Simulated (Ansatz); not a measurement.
The system is SbTeN.

```xyz
6
Lattice="3.9574 0.0000 0.0000 0.0000 3.9574 0.0000 0.0000 0.0000 9.7685" Properties=species:S:1:pos:R:3 pbc="T T T"
Te    0.0000    1.9787    4.3839
Te    1.9787    0.0000    5.3846
Sb    0.0000    1.9787    8.7467
Sb    1.9787    0.0000    1.0218
N     0.0000    0.0000    0.0000
N     1.9787    1.9787    0.0000
```

The cell comes from a database or a generator and needn't be the stable form of this composition.

```yaml
Program: Ansatz 0.2.0
Task: single point
Functional: PBE
Potentials_or_basis: Ansatz PAW
Cutoff: "420 eV (not typed: the program's choice for these potentials)"
k_mesh: 7 × 7 × 3
Occupations: fermi-dirac, width 0.05 eV
Spin: no spin polarisation
```

On this cell: pressure 0.0 GPa; largest force 0.047 eV/Å; band gap on the k mesh none (metal or under the smearing width).

The same run follows on a disturbed copy (atoms moved at random, drawn with an rms of 0.05 Å):

```xyz
6
Lattice="3.9574 0.0000 0.0000 0.0000 3.9574 0.0000 0.0000 0.0000 9.7685" Properties=species:S:1:pos:R:3 pbc="T T T"
Te   -0.0233    1.9900    4.4081
Te    1.9812    0.0539    5.4206
Sb   -0.0163    1.9385    8.7347
Sb    1.9848   -0.0021    1.0833
N    -0.0461    0.0292   -0.0289
N     1.9431    2.0235   -0.0143
```

Q: What changes?

A: The energy (extrapolated to zero smearing) moves by +12.2 meV/atom; pressure -0.7 GPa; largest force 1.117 eV/Å; band gap on the k mesh none (metal or under the smearing width).

Forces in eV/Å, atoms in the order of the input:
```
Te   0.035  0.062 -0.008
Te  -0.039 -0.060 -0.011
Sb  -0.065  0.424  0.044
Sb  -0.185  0.081 -1.098
N    0.167 -0.240  0.629
N    0.087 -0.267  0.444
```

Stress tensor (GPa, compression positive):
```
-0.78 -0.02 -0.19
-0.02 -0.35 -0.42
-0.19 -0.42 -1.11
```

Caveats: this functional lacks dispersion, which binds the layers, so the pressure and a relaxed spacing across them are unreliable (some runs).
